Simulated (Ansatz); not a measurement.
Write a Python script for Ansatz 0.2.0 through its Python package that makes a single point in a Gaussian basis of CH4AlO2, SMILES C[O][Al][OH]. Settings: CCSD(T), 6-31G* basis, multiplicity 2.

```csv
atom,x (Å),y (Å),z (Å)
C,0.2789,1.0705,-0.5153
O,1.0885,0.3680,0.2929
Al,0.6133,-1.4251,0.1812
O,-0.5155,-2.1166,1.3521
H,0.3335,0.8095,-1.6123
H,-0.8267,1.0409,-0.1911
H,0.5387,2.1881,-0.4499
H,-1.4187,-1.9922,0.8866
```

The script, `energy_ch4alo2.py`:
```python
# -*- coding: utf-8 -*-
"""Single point of CH4AlO2."""

from pathlib import Path
import json
import warnings

import ansatz as az
import numpy as np
import pandas as pd

warnings.simplefilter("ignore", az.DeckWarning)

geometry_ang = [
    ("C", (0.2789, 1.0705, -0.5153)),
    ("O", (1.0885, 0.368, 0.2929)),
    ("Al", (0.6133, -1.4251, 0.1812)),
    ("O", (-0.5155, -2.1166, 1.3521)),
    ("H", (0.3335, 0.8095, -1.6123)),
    ("H", (-0.8267, 1.0409, -0.1911)),
    ("H", (0.5387, 2.1881, -0.4499)),
    ("H", (-1.4187, -1.9922, 0.8866)),
]
molecule = az.Crystal.molecule()
for symbol, xyz in geometry_ang:
    molecule = molecule.atom(symbol, xyz)

calc = molecule.calculation()
calc = calc.basis(gaussian="6-31G*")
calc = calc.correlation("CCSD(T)").spin("collinear", total=1)
calc = calc.forces()
calc = calc.orbitals()
outcome = calc.run(threads=1, backend="cpu", runs_dir="ch4alo2_runs")
data = outcome.report

for key in ("converged", "free_energy_ev", "reference_energy_ev", "n_frozen", "n_occupied", "n_virtual"):
    print(f"{key:22s} {data[key]}")

parts = data["correlation"]
for name in ("random_phase", "coupled_cluster", "perturbative"):
    if name in parts:
        print(f"{name:16s} {parts[name]['energy']['hartree']:12.7f} Ha")
if "second_order" in parts:
    pair = parts["second_order"]
    print(f"MP2 same spin {pair['same_spin']['hartree']:.7f} Ha, opposite spin {pair['opposite_spin']['hartree']:.7f} Ha")

state = data["mean_field"]["state"]
print(f"mean field: {state['energy']['hartree']:.7f} Ha, <S^2> = {abs(state['spin_squared']):.4f}, stability: {state.get('stability', {}).get('kind')}")

symbols = [site.symbol for site in molecule.cartesian_sites]
print("forces (eV/A)")
for symbol, f in zip(symbols, data["forces_ev_ang"]):
    print(f"  {symbol:2s} {f[0]:9.4f} {f[1]:9.4f} {f[2]:9.4f}")

charges = data["charge_distribution"]
table = pd.DataFrame({"atom": symbols, "mulliken": charges["mulliken_charges_e"], "lowdin": charges["lowdin_charges_e"]})
print(table.round(3).to_string())
print("dipole (e A):", np.round(charges["dipole_moment_e_ang"], 4) + 0.0)

lines = Path(data["orbitals_path"]).read_text().splitlines()
field_of = lambda key: [line.split("=")[1].strip() for line in lines if line.startswith(key)]
orbitals = [(27.211386 * float(e), s, float(n)) for e, s, n in zip(field_of("Ene="), field_of("Spin="), field_of("Occup="))]
homo = max(e for e, _, n in orbitals if n > 0.5)
lumo = min(e for e, _, n in orbitals if n < 0.5)
print(f"HOMO {homo:.3f} eV, LUMO {lumo:.3f} eV, gap {lumo - homo:.3f} eV")
with open("ch4alo2.json", "w") as handle:
    json.dump({k: data[k] for k in ("free_energy_ev", "reference_energy_ev", "n_occupied", "n_virtual")}, handle, indent=1)
```

```console
$ python energy_ch4alo2.py
converged              True
free_energy_ev         -11766.597130725442
reference_energy_ev    -11750.91530616568
n_frozen               8
n_occupied             [12, 11]
n_virtual              [52, 53]
coupled_cluster    -0.5626600 Ha
perturbative       -0.0136364 Ha
MP2 same spin -0.1408459 Ha, opposite spin -0.3976063 Ha
mean field: -431.8381724 Ha, <S^2> = 0.7543, stability: minimum
forces (eV/A)
  C    -2.5697    3.4796   -1.6961
  O     1.2990   -3.8472    1.4824
  Al    0.5093    1.3662    0.8133
  O    -1.2365    0.6456   -1.6123
  H    -0.0778    0.0733    0.5691
  H     0.9389   -0.0563   -0.5192
  H    -0.2164   -1.2017   -0.1816
  H     1.3531   -0.4596    1.1444
  atom  mulliken  lowdin
0    C    -0.181  -0.254
1    O    -0.612  -0.210
2   Al     0.761   0.224
3    O    -0.754  -0.383
4    H     0.125   0.106
5    H     0.106   0.100
6    H     0.146   0.102
7    H     0.408   0.315
dipole (e A): [-0.2691 -0.1166 -0.4392]
HOMO -9.144 eV, LUMO 0.452 eV, gap 9.596 eV
```

File `ch4alo2.json` afterwards:
```json
{
 "free_energy_ev": -11766.597130725442,
 "reference_energy_ev": -11750.91530616568,
 "n_occupied": [
  12,
  11
 ],
 "n_virtual": [
  52,
  53
 ]
}
```

Reading the output:
- Total energies depend on the basis set; only differences at equal settings carry meaning.
- The geometry is a force-field or estimated start, not a minimum of this method, and the basis set is short of its limit.
- The run takes the species as open-shell (spin multiplicity 2), which needn't be its ground state.
- The Löwdin charges here are taken after orthogonalising the functions within each atom; they differ from plain Löwdin charges, and their signs can be unphysical.
- Levels such as HOMO and LUMO are orbital energies: in Hartree-Fock the gap is too wide and the LUMO hangs on the basis.
- S² is that of the Hartree-Fock reference.
- Timing: 46 s on 1 thread of Arm Neoverse V2 (shared host), peak memory 0.59 GiB.
